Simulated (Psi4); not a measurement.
# CCSD(T)/def2-SVPD (core potential) run of SnH2Cl2 (SMILES [Cl][SnH2][Cl])

Aim: the energy change on altering one bond length of SnH2Cl2 at CCSD(T)/def2-SVPD (core potential), from 2 runs. 

The results are computed with Psi4 1.11.

### 1 The structure to begin with

The species is SnH2Cl2 (5 atoms), meant as a singlet with charge 0. As SMILES, `[Cl][SnH2][Cl]`. Geometry: relaxed at PBE0-D4/def2-TZVP.

Bond lengths: Cl1–Sn2 2.316 Å, Sn2–Cl3 2.316 Å, Sn2–H4 1.695 Å, Sn2–H5 1.695 Å. Angles: Cl1–Sn2–Cl3 106.5°, Cl1–Sn2–H4 107.8°, Cl1–Sn2–H5 107.8°, Cl3–Sn2–H4 107.8°, Cl3–Sn2–H5 107.8°, H4–Sn2–H5 118.6°.

### 2 The energy at CCSD(T)/def2-SVPD (core potential)

Contents of input.in:

```
memory 2.2 GB

molecule geom {
  0 1
  Cl    -3.39262531    -0.61642866     2.27995457
  Sn     0.36358331    -0.19445282     0.07294343
  Cl    -0.47318742     2.44814019    -3.31439065
  H      1.13799307    -3.07326160    -1.10000958
  H      2.45853369     1.29691904     1.98307860
  units au
  symmetry c1
  no_reorient
  no_com
}

set {
  puream          true
  e_convergence   1e-09
  d_convergence   1e-08
  scf_type        pk
  num_frozen_docc 14
}

energy("ccsd(t)/def2-SVPD")
```

Command:

```console
$ psi4 -n 1 input.in input.out
```

input.out (excerpt; [...] marks lines left out):

```text
[...]
    !!!  WARNING: ECP capability is in beta. Please check occupations closely.  !!!
[...]
  Running in c1 symmetry.
[...]
  Nuclear repulsion =  237.041522330201360
[...]
  Multiplicity = 1
[...]
  Nalpha       = 29
  Nbeta        = 29
[...]
    Number of basis functions: 102
[...]
   @RHF iter   1: -1133.27603039340556   -1.40244e+00   2.74219e-03 DIIS/ADIIS
[...]
   @RHF iter  10: -1133.31241868045299   -1.36424e-11   7.50192e-09 DIIS
[...]
    Orbital Energies [Eh]
    ---------------------
    Doubly Occupied:
       1A   -104.800657     2A   -104.800642     3A    -10.561240
       4A    -10.561238     5A     -8.035797     6A     -8.035789
       7A     -8.033332     8A     -8.033327     9A     -8.033286
      10A     -8.033283    11A     -5.938885    12A     -4.130905
      13A     -4.129030    14A     -4.125276    15A     -1.404063
      16A     -1.400205    17A     -1.394483    18A     -1.390849
      19A     -1.390614    20A     -1.088916    21A     -1.069663
      22A     -0.694422    23A     -0.528524    24A     -0.517577
      25A     -0.516852    26A     -0.469324    27A     -0.464846
      28A     -0.458474    29A     -0.447410
[...]
  @RHF Final Energy: -1133.31241868045299
   => Energetics <=
    Nuclear Repulsion Energy =            237.0415223302013601
    One-Electron Energy =               -2119.7300626355890927
    Two-Electron Energy =                 749.3761216249345125
    Total Energy =                      -1133.3124186804532201
[...]
 Multipole Moments:
 ------------------------------------------------------------------------------------
     Multipole            Electronic (a.u.)      Nuclear  (a.u.)        Total (a.u.)
 ------------------------------------------------------------------------------------
 L = 1.  Multiply by 2.5417464519 to convert [e a0] to [Debye]
 Dipole X            :         55.1324745          -54.1234568            1.0090176
 Dipole Y            :        -25.5725662           25.0847914           -0.4877748
 Dipole Z            :         15.3569140          -15.0975889            0.2593251
 Magnitude           :                                                    1.1503436
[...]
      * MP2 total energy                      = -1133.719993753356903
[...]
      * CCSD total energy                     = -1133.758775694642964
[...]
      * CCSD(T) total energy                  = -1133.771094158212691
[...]
```

Wall time 77 s (1 thread of AMD EPYC 7B13 (Zen 3), shared host); peak memory 0.81 GiB.

### 3 The distorted shape

Contents of input.inp:

```
memory 2200 MB

molecule m {
  0 1
  Cl    -3.14160165    -1.40918011     3.29612078
  Sn     0.61460697    -0.98720427     1.08910964
  Cl    -0.47318742     2.44814019    -3.31439065
  H      1.38901673    -3.86601304    -0.08384337
  H      2.70955735     0.50416759     2.99924480
  units bohr
  symmetry c1
  no_reorient
  no_com
}

set {
  basis           def2-SVPD
  puream          true
  e_convergence   1e-09
  d_convergence   1e-08
  scf_type        pk
  num_frozen_docc 14
}

energy_value, wavefunction = energy("ccsd(t)", return_wfn=True)
```

Command:

```console
$ psi4 -i input.inp -o input.out -n 1
```

input.out (excerpt; [...] marks lines left out):

```text
[...]
    !!!  WARNING: ECP capability is in beta. Please check occupations closely.  !!!
[...]
  Running in c1 symmetry.
[...]
  Nuclear repulsion =  210.901318112137460
[...]
  Multiplicity = 1
[...]
  Nalpha       = 29
  Nbeta        = 29
[...]
    Number of basis functions: 102
[...]
   @RHF iter   1: -1133.22038791380828   -1.56051e+00   2.65449e-03 ADIIS/DIIS
[...]
   @RHF iter  11: -1133.25869983842290   -2.88765e-11   9.15121e-09 DIIS
[...]
    Orbital Energies [Eh]
    ---------------------
    Doubly Occupied:
       1A   -104.828703     2A   -104.754547     3A    -10.588776
       4A    -10.510416     5A     -8.063314     6A     -8.060764
       7A     -8.060644     8A     -7.984621     9A     -7.982834
      10A     -7.982828    11A     -5.977138    12A     -4.168703
      13A     -4.166692    14A     -4.162699    15A     -1.438167
      16A     -1.434079    17A     -1.431044    18A     -1.427015
      19A     -1.426884    20A     -1.104042    21A     -0.997992
      22A     -0.712117    23A     -0.544585    24A     -0.530400
      25A     -0.500062    26A     -0.480515    27A     -0.418006
      28A     -0.409455    29A     -0.409400
[...]
  @RHF Final Energy: -1133.25869983842290
   => Energetics <=
    Nuclear Repulsion Energy =            210.9013181121374600
    One-Electron Energy =               -2067.2071540974347954
    Two-Electron Energy =                 723.0471361468743225
    Total Energy =                      -1133.2586998384231265
[...]
 Multipole Moments:
 ------------------------------------------------------------------------------------
     Multipole            Electronic (a.u.)      Nuclear  (a.u.)        Total (a.u.)
 ------------------------------------------------------------------------------------
 L = 1.  Multiply by 2.5417464519 to convert [e a0] to [Debye]
 Dipole X            :         45.0301839          -43.8314868            1.1986971
 Dipole Y            :          6.0200903           -7.4180180           -1.3979277
 Dipole Z            :        -25.0970788           26.5652257            1.4681469
 Magnitude           :                                                    2.3551077
[...]
      * MP2 total energy                      = -1133.669391502275175
[...]
      * CCSD total energy                     = -1133.709554689159631
[...]
      * CCSD(T) total energy                  = -1133.723909383129921
[...]
```

Wall time 80 s (1 thread of AMD EPYC 7B13 (Zen 3), shared host); peak memory 0.81 GiB.

### 4 What came out

Level: CCSD(T)/def2-SVPD (core potential), 14 core orbitals frozen.

| quantity | value |
| --- | --- |
| first shape: total energy | -1133.77109 Eh |
| first shape: HOMO energy (Hartree–Fock orbitals) | -12.17 eV |
| first shape: LUMO energy (Hartree–Fock orbitals) | 1.41 eV |
| first shape: HOMO–LUMO gap (Hartree–Fock orbitals) | 13.59 eV |
| first shape: correlation energy (14 core orbitals frozen) | -458.7 mEh |
| first shape: (T) correction | -12.32 mEh |
| first shape: T1 diagnostic | 0.009 |
| distorted shape: total energy | -1133.72391 Eh |
| distorted shape: HOMO energy (Hartree–Fock orbitals) | -11.14 eV |
| distorted shape: LUMO energy (Hartree–Fock orbitals) | -0.65 eV |
| distorted shape: HOMO–LUMO gap (Hartree–Fock orbitals) | 10.49 eV |
| distorted shape: correlation energy (14 core orbitals frozen) | -465.2 mEh |
| distorted shape: (T) correction | -14.35 mEh |
| distorted shape: T1 diagnostic | 0.013 |
| energy change with the Sn2–Cl3 bond stretched from 2.316 to 3.011 Å | 1.284 eV |

With the Sn2–Cl3 bond stretched from 2.316 to 3.011 Å the energy rises by 1.28 eV (30 kcal/mol). The first shape isn't relaxed at this level, so the change isn't measured from a minimum. The triples (first shape) make up 2.7 % of the correlation energy. The triples (distorted shape) make up 3.1 % of the correlation energy.
